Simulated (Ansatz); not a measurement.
# Ba2Tl5V3O12 in Ansatz: the effect of Hubbard term

The system is Ba2Tl5V3O12.

```
CELL_PARAMETERS angstrom
4.23698 2.44622 6.12840
-4.23698 2.44622 6.12840
0.00000 -4.89244 6.12840
ATOMIC_POSITIONS crystal
Ba 0.50000 0.50000 0.50000
Ba 0.00000 0.00000 0.00000
V 0.50000 0.50000 0.00000
V 0.00000 0.50000 0.50000
V 0.50000 0.00000 0.50000
Tl 0.00000 0.00000 0.50000
Tl 0.50000 0.00000 0.00000
Tl 0.00000 0.50000 0.00000
Tl 0.74045 0.74045 0.74045
Tl 0.25955 0.25955 0.25955
O 0.71652 0.08089 0.41242
O 0.41242 0.71652 0.08089
O 0.08089 0.41242 0.71652
O 0.58757 0.91911 0.28348
O 0.91911 0.28348 0.58757
O 0.28348 0.58757 0.91911
O 0.28348 0.91911 0.58757
O 0.58757 0.28348 0.91911
O 0.91911 0.58757 0.28348
O 0.41242 0.08089 0.71652
O 0.08089 0.71652 0.41242
O 0.71652 0.41242 0.08089
```

The cell was built by a generator and needn't be a form met in nature.

Alike in all runs:

- Program: Ansatz 0.2.0
- Task: projected density of states
- Functional: PBE
- Potentials or basis: Ansatz PAW
- Cutoff: 420 eV (not typed: the program's choice for these potentials)
- k mesh: 4 × 4 × 4
- Occupations: fermi-dirac, width 0.05 eV
- Spin: collinear spin, ferromagnetic start
- Starting moments: [0.0, 0.0, 2.0, 2.0, 2.0, 0.0, 0.0, 0.0, 0.0, 0.0, 0.0, 0.0, 0.0, 0.0, 0.0, 0.0, 0.0, 0.0, 0.0, 0.0, 0.0, 0.0] μB
- Hubbard projectors: ortho-atomic (the default)
- Double counting: fll (the default)

Problem. One run gave: pressure 2.1 GPa; moment 1.63 μB; largest force 0.70 eV/Å. Which Hubbard term did it use?
A. V d U = 4 eV
B. V d U = 2 eV
C. V d U = 6 eV
D. V d U = 8 eV

Solution. C.

```csv
Hubbard term,pressure (GPa),moment (μB),largest force (eV/Å)
V d U = 2 eV,0.4,1.22,0.15
V d U = 4 eV,1.1,1.45,0.41
V d U = 6 eV,2.1,1.63,0.70
V d U = 8 eV,5.1,2.00,2.21
```

Caveats: the magnetic or orbital state may not be the lowest; forces of over 1 eV/Å show positions far from the minimum, so gaps and moduli don't describe the material at rest (some runs).
